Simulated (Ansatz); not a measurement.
H₄O₂SSiTe, SMILES O[Si](O)(S)[TeH], energies of removing a hydrogen

With Ansatz 0.2.0 through its Python package.

`h4o2ssite.xyz`
```text
9

O     0.42430    0.60230   -1.45780
Si    0.46560    0.06200    0.14160
O     2.06090    0.15280    0.67600
S    -0.13020   -1.96210    0.20760
Te   -0.96960    1.45150    1.59490
H    -0.58900    0.63220   -1.69270
H     2.62980   -0.40880    0.05730
H    -1.44570   -1.60220   -0.26130
H    -2.35750    1.02590    0.71730
```

Run as a notebook:

**Cell 1**
```python
import ansatz


def energy(molecule, charge=0, unpaired=0):
    calc = (
        molecule.calculation()
        .basis(gaussian="def2-SVP")
        .functional("pbe0")
        .accuracy("medium")
    )
    if charge:
        calc = calc.charge(charge)
    if unpaired:
        calc = calc.spin("collinear", total=unpaired)
    report = calc.run().report
    if report["published_state_doubts"]:
        print("  doubts:", report["published_state_doubts"])
    return report["free_energy_ev"]

def without(molecule, index):
    rest = ansatz.Crystal.molecule()
    for i, site in enumerate(molecule.cartesian_sites):
        if i != index:
            rest = rest.atom(site.symbol, site.position_ang)
    return rest
```

**Cell 2**
```python
mol = ansatz.Crystal.molecule_from_extxyz("h4o2ssite.xyz")
```

**Cell 3**
```python
whole = energy(mol, 0)
hydrogen = energy(ansatz.Crystal.molecule().atom("H", (0, 0, 0)), 0, 1)
print(f"E(molecule) = {whole:.5f} eV, E(H) = {hydrogen:.5f} eV")
for index in [6, 7, 8]:
    radical = energy(without(mol, index), 0, 1)
    print(f"H{index}: homolysis {96.485332 * (radical + hydrogen - whole):.1f} kJ/mol")
    anion = energy(without(mol, index), -1)
    print(f"H{index}: loss of a proton {96.485332 * (anion - whole):.1f} kJ/mol")
```
Output:
```text
E(molecule) = -30148.34777 eV, E(H) = -13.61361 eV
H6: homolysis 501.5 kJ/mol
H6: loss of a proton 1522.0 kJ/mol
H7: homolysis 345.7 kJ/mol
H7: loss of a proton 1413.7 kJ/mol
H8: homolysis 277.9 kJ/mol
H8: loss of a proton 1364.0 kJ/mol
```

Caveats:
- These settings explore the input space; basis and method may be short of convergence.
- The geometry is a force-field or estimated start, not a minimum of this method, and the basis set is short of its limit. All parts are taken at fixed geometry, without zero-point energy.
- def2 sets replace the cores of elements past krypton by effective core potentials.
- The spin-orbit lowering of heavy atoms is left out.
- Anions want diffuse functions, which this basis lacks.
- The whole script took 78 s on 1 thread of Arm Neoverse V2 (shared host), peak memory 0.46 GiB.

(Lines on the test bed's own set-up are left out of the output.)
